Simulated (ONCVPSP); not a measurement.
# Phosphorus: generating and testing an ONCV potential

Aim: build the potential from the settings below, then test how well it stands in for the atom: other configurations, scattering, ghost states and the plane-wave cutoff that it needs.

Program: ONCVPSP 4.0.1.1 (patched build). Reference atom: PBE, scalar-relativistic, spherical and spin-unpolarised. All values are calculated.

## Step 1: The design

Typed settings, in words:

```
element                 : phosphorus (P, Z = 15)
type                    : optimised norm-conserving Vanderbilt (ONCV)
frozen core             : [Ne]
valence charge          : 5
reference configuration : 3s2 3p1 (charge +2)
partial waves           : 3s: rc 1.65 bohr, ncon 5, nbas 9, qcut 4.1 1/bohr, 3 projectors, debl 3.4 Ha; 3p: rc 1.35 bohr, ncon 5, nbas 9, qcut 5.7 1/bohr, 2 projectors, debl 2 Ha; d scattering state at 0.16 Ha: rc 1.70 bohr, ncon 3, nbas 6, qcut 6.6 1/bohr, 2 projectors, debl 4 Ha
local potential         : polynomial inside 0.85 bohr (lpopt 5, dvloc0 0 Ha)
core correction         : Teter function fitted to the true core (icmod 2), fcfact 0.15
```

The outer shells as boxes (Hund's rule for the drawing; the calculation is spin-unpolarised):

```
[Ne] core
3s [↑↓]
3p [↑ ][  ][  ]
```

## Step 2: Generation

P.dat reads:

```
# ATOM AND REFERENCE CONFIGURATION
# atsym  z   nc   nv     iexc    psfile
  P 15.00    3    2        4      upf
#
#   n    l    f
    1    0    2.00
    2    0    2.00
    2    1    6.00
    3    0    2.00
    3    1    1.00
#
# PSEUDOPOTENTIAL AND OPTIMIZATION
# lmax
    2
#
#   l,   rc,      ep,       ncon, nbas, qcut
    0    1.65    0.00    5    9    4.10
    1    1.35    0.00    5    9    5.70
    2    1.70    0.16    3    6    6.60
#
# LOCAL POTENTIAL
# lloc, lpopt,  rc(5),   dvloc0
    4    5    0.85    0.00
#
# VANDERBILT-KLEINMAN-BYLANDER PROJECTORs
# l, nproj, debl
    0    3    3.40
    1    2    2.00
    2    2    4.00
#
# MODEL CORE CHARGE
# icmod, fcfact, rcfact
    2    0.15    0.65
#
# LOG DERIVATIVE ANALYSIS
# epsh1, epsh2, depsh
   -3.00    5.00    0.02
#
# OUTPUT GRID
# rlmax, drl
    6.00    0.01
#
# TEST CONFIGURATIONS
# ncnf
    4
# nvcnf
#   n    l    f
    2
    3    0    2.00
    3    1    3.00
#
    2
    3    0    2.00
    3    1    2.00
#
    2
    3    0    2.00
    3    1    0.00
#
    2
    3    0    0.00
    3    1    5.00
#
```

Started as:

```sh
$ oncvpsp.x < P.dat > P.out
```

Before running it: what results should come out? Wanted: cutoffs for 1 and 0.1 mHa per electron, occupied waves; bound ghosts; GHOST(+) flags; largest test error; largest phase difference near zero energy, channels read; rms error of d²Exc/dn², without and with the model core; projector energies reset by the program.

As calculated:

| quantity | value |
| --- | --- |
| cutoffs for 1 and 0.1 mHa per electron, occupied waves | 74 Ha and 137 Ha |
| bound ghosts | none found |
| GHOST(+) flags | s at 217 eV, p at 864 eV, p at 1931 eV (1 near or above the test basis's cutoff) |
| largest test error (AE − PS) | +14 meV, for 3s0 3p5 |
| largest phase difference near zero energy, channels read | 0.001 rad |
| rms error of d²Exc/dn², without and with the model core | 2.84 and 1.23 mHa |
| projector energies reset by the program | d: 0.050, 4.050 Ha |

**Reading.** By total energies transferability is good: the largest error is 14 meV on 11.7 eV, for 3s0 3p5. It counts as very hard, with 74 Ha needed at the looser tolerance. At the looser tolerance the 3p wave is the slowest; 3s needs 18 Ha. It is free of bound ghosts as far as tested. Near zero energy the phases of the channels with partial waves agree within 0.001 rad. The program also flags highly localised states, GHOST(+) (s, p). These are tests on the free atom; a crystal test is still owed.
